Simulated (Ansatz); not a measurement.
# BH6NO3: the cost of one run

Computed with Ansatz 0.2.0, Gaussian basis. Level: PBE0-D4, def2-SVP first, then def2-TZVP.

152 further runs of the same task are left out: 152 set aside as unsound or not needed.

**1. The starting structure**

The guess: 11 atoms, charge 0, spin multiplicity 1.

Atoms are counted from 1 here; the program's logs count them from 0.

Bond lengths: B1–N2 1.589 Å, B1–O3 1.388 Å, B1–O4 1.383 Å, N2–H5 1.298 Å, N2–H7 1.011 Å, N2–H8 1.011 Å, O3–H9 0.955 Å, O4–H10 0.954 Å, H5–O6 1.224 Å, O6–H11 0.958 Å. Angles: N2–B1–O3 111.6°, N2–B1–O4 118.4°, O3–B1–O4 117.5°, B1–N2–H5 74.9°, B1–N2–H7 117.6°, B1–N2–H8 114.0°, H5–N2–H7 120.5°, H5–N2–H8 117.0°, H7–N2–H8 109.3°, B1–O3–H9 111.6°, B1–O4–H10 114.2°, N2–H5–O6 128.4°, H5–O6–H11 110.4°.

As a file:

```mol
BH6NO3
  3D, bonds by distance, orders not assigned

 11 10  0  0  0  0  0  0  0  0999 V2000
   -0.3044    0.1904   -0.2515 B   0  0
    1.2538   -0.0046   -0.0076 N   0  0
   -0.7495   -0.5528   -1.3358 O   0  0
   -0.8454    1.4513   -0.0747 O   0  0
    0.6760   -0.6456    0.9626 H   0  0
   -0.5204   -0.7402    1.2049 O   0  0
    1.8061    0.8211    0.1805 H   0  0
    1.7146   -0.5609   -0.7144 H   0  0
   -1.5694   -0.2096   -1.6854 H   0  0
   -0.6194    1.8611    0.7566 H   0  0
   -0.8419   -1.6103    0.9648 H   0  0
  1  2  8  0
  1  3  8  0
  1  4  8  0
  2  5  8  0
  2  7  8  0
  2  8  8  0
  3  9  8  0
  4 10  8  0
  5  6  8  0
  6 11  8  0
M  END
```

Distances that are to change: B1–O6 1.74 Å, N2–H5 1.30 Å, B1–N2 1.59 Å, H5–O6 1.22 Å.

**2. Relaxing the guess with the reacting distances held**

Input file hold/in.yaml:

```yaml
crystal:
  periodic: [false, false, false]
  atoms:
    - {symbol: B, position_ang: [-0.304400, 0.190400, -0.251500]}
    - {symbol: N, position_ang: [1.253800, -0.004600, -0.007600]}
    - {symbol: O, position_ang: [-0.749500, -0.552800, -1.335800]}
    - {symbol: O, position_ang: [-0.845400, 1.451300, -0.074700]}
    - {symbol: H, position_ang: [0.676000, -0.645600, 0.962600]}
    - {symbol: O, position_ang: [-0.520400, -0.740200, 1.204900]}
    - {symbol: H, position_ang: [1.806100, 0.821100, 0.180500]}
    - {symbol: H, position_ang: [1.714600, -0.560900, -0.714400]}
    - {symbol: H, position_ang: [-1.569400, -0.209600, -1.685400]}
    - {symbol: H, position_ang: [-0.619400, 1.861100, 0.756600]}
    - {symbol: H, position_ang: [-0.841900, -1.610300, 0.964800]}
basis:
  gaussian: {orbitals: def2-SVP}
hamiltonian: {xc: pbe0, dispersion: d4}
relax: {f_tol: 0.04, max_steps: 150, escape_saddle: false, constraints: [{distance: [0, 5]}, {distance: [1, 4]}, {distance: [0, 1]}, {distance: [4, 5]}]}
```

Started as:

```bash
$ ansatz run in.yaml --threads 4 --pin off --events-out ev --progress --plain --max-ram 9574MiB
```

**Question.** How long does this run take on 4 threads of Intel Xeon at 2.50GHz, shared host, and how much memory does it need?

About 32 s, with a peak of 0.22 GiB.
